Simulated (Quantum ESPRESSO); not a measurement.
The system is WSe3.

```
W Se
1.0
     2.68514    0.00000    0.00000
     0.00000    2.68514    0.00000
     0.00000    0.00000   13.19359
W Se
1 3
Direct
  0.00000 0.00000 0.00000
  0.00000 0.00000 0.19692
  0.00000 0.00000 0.50000
  0.00000 0.00000 0.80308
```

The cell was built by a generator and needn't be a form met in nature.

- Program: Quantum ESPRESSO 7.5
- Task: phonons
- Functional: PBE
- Dispersion: D3(BJ)
- Potentials or basis: JTH 2.0 PBE
- Cutoff: 707 eV
- Density cutoff: 4245 eV
- k mesh: 8 × 8 × 2, shifted
- Occupations: fermi-dirac, width 0.05 eV
- Spin: no spin polarisation
- Mixing beta: 0.5
- Most SCF iterations: 120
- SCF threshold: 8e-10 Ry

The cell and the atoms were relaxed first, to 21.18 Å³/atom (a = 2.661 Å, b = 2.661 Å, c = 11.962 Å, α = 90.00°, β = 90.00°, γ = 90.00°), and the response was taken there.

Task: Where do the zone-centre optical modes lie?

Result: Eu at 11 cm⁻¹ (IR); Eg at 38 cm⁻¹ (Raman); Eu at 57 cm⁻¹ (IR); A2u at 66 cm⁻¹ (IR); A1g at 179 cm⁻¹ (Raman); A2u at 190 cm⁻¹ (IR).

Optical modes at Γ, degenerate ones joined:
| cm⁻¹ | components | symmetry | active in |
| --- | --- | --- | --- |
| 11 | 2 | Eu | IR |
| 38 | 2 | Eg | Raman |
| 57 | 2 | Eu | IR |
| 66 | 1 | A2u | IR |
| 179 | 1 | A1g | Raman |
| 190 | 1 | A2u | IR |

Caveat: the mesh is thin for the phonons of a metal.
